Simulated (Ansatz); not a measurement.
# CH3InO: single points off equilibrium

An exercise on one series of results from a longer session: the logs are not shown, and one member is left open.

Method: single points in def2-TZVPP; program: Ansatz 0.2.0, Gaussian basis.

Correlated methods freeze the cores. Filled d shells of the heavier atoms are correlated. Core potentials replace the inner electrons past krypton, and spin-orbit coupling is left out.

### The system as given

SMILES `O=[CH][InH2]`, 6 atoms, charge 0, spin multiplicity 1.

Atoms are counted from 1 here; the program's logs count them from 0.

Bond lengths: O1–C2 1.151 Å, C2–In3 2.356 Å, C2–H4 1.369 Å, In3–H5 1.705 Å, In3–H6 1.977 Å. Angles: O1–C2–In3 139.3°, O1–C2–H4 107.4°, In3–C2–H4 112.3°, C2–In3–H5 124.1°, C2–In3–H6 115.5°, H5–In3–H6 119.9°.

Geometry (Å):

```xyz
6

O    -0.5018   -2.0441    0.8814
C    -0.3000   -1.2381    0.0850
In    0.2484    1.0492   -0.0435
H    -0.1428   -1.8790   -1.1139
H     0.7770    1.8262   -1.4657
H     0.3212    2.0045    1.6858
```

Set-up of the first run:

Contents of run/in.yaml:

```yaml
crystal:
  periodic: [false, false, false]
  atoms:
    - {symbol: O, position_ang: [-0.501800, -2.044100, 0.881400]}
    - {symbol: C, position_ang: [-0.300000, -1.238100, 0.085000]}
    - {symbol: In, position_ang: [0.248400, 1.049200, -0.043500]}
    - {symbol: H, position_ang: [-0.142800, -1.879000, -1.113900]}
    - {symbol: H, position_ang: [0.777000, 1.826200, -1.465700]}
    - {symbol: H, position_ang: [0.321200, 2.004500, 1.685800]}
basis:
  gaussian: {orbitals: def2-TZVPP}
correlation: {method: ccsd_t}
output: {forces: true}
```

The command line of these runs was not kept.

Among the steps run: CCSD(T)/def2-TZVPP; PBE0-D4/def2-TZVPP; wB97M-V/def2-TZVPP; r2SCAN-D4/def2-TZVPP; PBE-D4/def2-TZVPP; BHLYP-D4/def2-TZVPP; CAM-B3LYP-D4/def2-TZVPP.

One table of the session follows, with a row left open; its other results are not shown here.

| method | RMS force component (eV/Å) | angle to CCSD(T) forces (°) | dipole (D) |
| --- | --- | --- | --- |
| CCSD(T) | 2.188 | reference | 2.37 |
| PBE0-D4 | 1.884 | 9.1 | 2.36 |
| wB97M-V | 1.969 | 6.8 | 2.56 |
| r2SCAN-D4 | 1.890 | 6.9 | 2.16 |
| PBE-D4 | 2.012 | 3.8 | 1.99 |
| BHLYP-D4 | 1.785 | 17.1 | 2.73 |
| CAM-B3LYP-D4 | ? | ? | ? |

Q: Estimate the row for CAM-B3LYP-D4 from the others.

**Answer.** RMS force component (eV/Å): 1.891; angle to CCSD(T) forces (°): 9.8; dipole (D): 2.56. In the column «RMS force component (eV/Å)» it lies between r2SCAN-D4 (1.890) and wB97M-V (1.969).
